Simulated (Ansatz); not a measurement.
**CH₄ClISi: one species, many methods**

One table from this session's results is given with a row withheld; the runs are named, their logs left out.

The runs use Ansatz 0.2.0, Gaussian basis; functionals in def2-TZVPP, the program's frozen cores in correlated methods.

The runs, in order: PBE-D4, r2SCAN-D4, PBE0-D4, B3LYP-D4, ωB97X-V, ωB97M-V, B2PLYP; CCSD(T)/def2-TZVPP; MP2/def2-QZVPP; extrapolation to the limit.

## Structure used throughout

An earlier PBE0-D4 in a triple-zeta def2 set relaxation fixed the geometry. I takes the def2 core potential; no spin-orbit term is included.

SMILES `[SiH3]C(Cl)I`, 8 atoms, charge 0, spin multiplicity 1.

Atoms are counted from 1 here; the program's logs count them from 0.

Bond lengths: Si1–C2 1.890 Å, Si1–H5 1.480 Å, Si1–H6 1.484 Å, Si1–H7 1.486 Å, C2–Cl3 1.768 Å, C2–I4 2.149 Å, C2–H8 1.088 Å. Angles: C2–Si1–H5 108.2°, C2–Si1–H6 108.4°, C2–Si1–H7 108.4°, H5–Si1–H6 111.0°, H5–Si1–H7 110.6°, H6–Si1–H7 110.1°, Si1–C2–Cl3 110.2°, Si1–C2–I4 108.8°, Si1–C2–H8 113.6°, Cl3–C2–I4 112.4°, Cl3–C2–H8 107.4°, I4–C2–H8 104.4°.

Set-up of the first run:

The input, in.yaml:

```yaml
crystal:
  periodic: [false, false, false]
  atoms:
    - {symbol: Si, position_ang: [0.099340, 0.961852, -0.205212]}
    - {symbol: C, position_ang: [0.046495, -0.851162, 0.327734]}
    - {symbol: Cl, position_ang: [1.338123, -1.758558, -0.468899]}
    - {symbol: I, position_ang: [-1.902030, -1.645364, -0.109171]}
    - {symbol: H, position_ang: [-0.137972, 1.020738, -1.665179]}
    - {symbol: H, position_ang: [-0.953345, 1.699784, 0.535723]}
    - {symbol: H, position_ang: [1.439275, 1.509032, 0.129446]}
    - {symbol: H, position_ang: [0.162313, -0.993423, 1.399658]}
basis:
  gaussian: {orbitals: def2-TZVPP}
hamiltonian: {xc: pbe, dispersion: d4}
output: {forces: true, orbitals: {seedname: orbitals}}
```

Run with:

```
> ansatz run in.yaml --threads 4 --pin off --events-out ev --progress --plain --max-ram 10444MiB
```

Among the steps run: PBE-D4 (GGA); r2SCAN-D4 (meta-GGA); PBE0-D4 (hybrid); B3LYP-D4 (hybrid); ωB97X-V (range-separated); ωB97M-V (range-separated); B2PLYP (double hybrid); CCSD(T) in def2-TZVPP; MP2 in def2-QZVPP.

One of the session's tables, all rows but one given; the rest of the session is left out.

```
            method  atomisation energy (kJ/mol)
            PBE-D4                            ?
         r2SCAN-D4                       2333.6
           PBE0-D4                       2328.0
          B3LYP-D4                       2315.3
           ωB97X-V                       2337.8
           ωB97M-V                       2327.8
            B2PLYP                       2286.5
     HF/def2-TZVPP                       1665.6
    MP2/def2-TZVPP                       2303.8
   CCSD/def2-TZVPP                       2224.6
CCSD(T)/def2-TZVPP                       2267.6
           MP2/CBS                       2381.2
       CCSD(T)/CBS                       2345.0
```

Estimate the missing values for PBE-D4.

As computed: atomisation energy (kJ/mol): 2359.7. In the column «atomisation energy (kJ/mol)» it lies between CCSD(T)/CBS (2345.0) and MP2/CBS (2381.2).
